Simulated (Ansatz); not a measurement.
**AsH3MgO (SMILES O[AsH][MgH]): one structure at several levels**

An exercise on one series of results from a longer session: the logs are not shown, and one member is left open.

Computed with Ansatz 0.2.0, Gaussian basis. Level: single points in def2-TZVPP.

Cores are frozen in the correlated methods. Filled d shells of the heavier atoms are correlated. The outer core shell of Li, Na, Mg and K is correlated.

## Starting geometry

SMILES `O[AsH][MgH]`, 6 atoms, charge 0, spin multiplicity 1.

Atoms are counted from 1 here; the program's logs count them from 0.

Bond lengths: O1–As2 1.959 Å, O1–H4 1.026 Å, As2–Mg3 2.604 Å, As2–H5 1.662 Å, Mg3–H6 1.801 Å. Angles: As2–O1–H4 120.8°, O1–As2–Mg3 78.1°, O1–As2–H5 85.8°, Mg3–As2–H5 80.7°, As2–Mg3–H6 110.0°.

As a file:

```xyz
6
AsH3MgO
O    -1.1165   -0.6522   -0.4605
As    0.4793   -0.2919   -1.5390
Mg    1.3080    0.2894    0.8605
H    -1.1217   -0.4648    0.5482
H     0.0149    1.3022   -1.4733
H    -0.0260    0.0567    2.0476
```

Set-up of the first run:

run/in.yaml reads:

```yaml
crystal:
  periodic: [false, false, false]
  atoms:
    - {symbol: O, position_ang: [-1.116500, -0.652200, -0.460500]}
    - {symbol: As, position_ang: [0.479300, -0.291900, -1.539000]}
    - {symbol: Mg, position_ang: [1.308000, 0.289400, 0.860500]}
    - {symbol: H, position_ang: [-1.121700, -0.464800, 0.548200]}
    - {symbol: H, position_ang: [0.014900, 1.302200, -1.473300]}
    - {symbol: H, position_ang: [-0.026000, 0.056700, 2.047600]}
basis:
  gaussian: {orbitals: def2-TZVPP}
correlation: {method: ccsd_t}
output: {forces: true}
```

The command line of these runs was not kept.

Among the steps run: CCSD(T)/def2-TZVPP; PBE0-D4/def2-TZVPP; wB97M-V/def2-TZVPP; r2SCAN-D4/def2-TZVPP; PBE-D4/def2-TZVPP; r2SCAN0-D4/def2-TZVPP; BHLYP-D4/def2-TZVPP.

One of the session's tables, all rows but one given; the rest of the session is left out.

```
    method  RMS force component (eV/Å)  angle to CCSD(T) forces (°)  dipole (D)
   CCSD(T)                       1.094                    reference        5.74
   PBE0-D4                       1.106                          3.6        5.55
   wB97M-V                       1.153                          3.4        5.93
 r2SCAN-D4                       1.037                          3.2        5.35
    PBE-D4                           ?                            ?           ?
r2SCAN0-D4                       1.213                          4.2        5.82
  BHLYP-D4                       1.302                          6.4        6.07
```

**Question.** Estimate the row for PBE-D4.

The run gave: RMS force component (eV/Å): 0.857; angle to CCSD(T) forces (°): 6.8; dipole (D): 4.91. In the column «RMS force component (eV/Å)» it is the lowest.
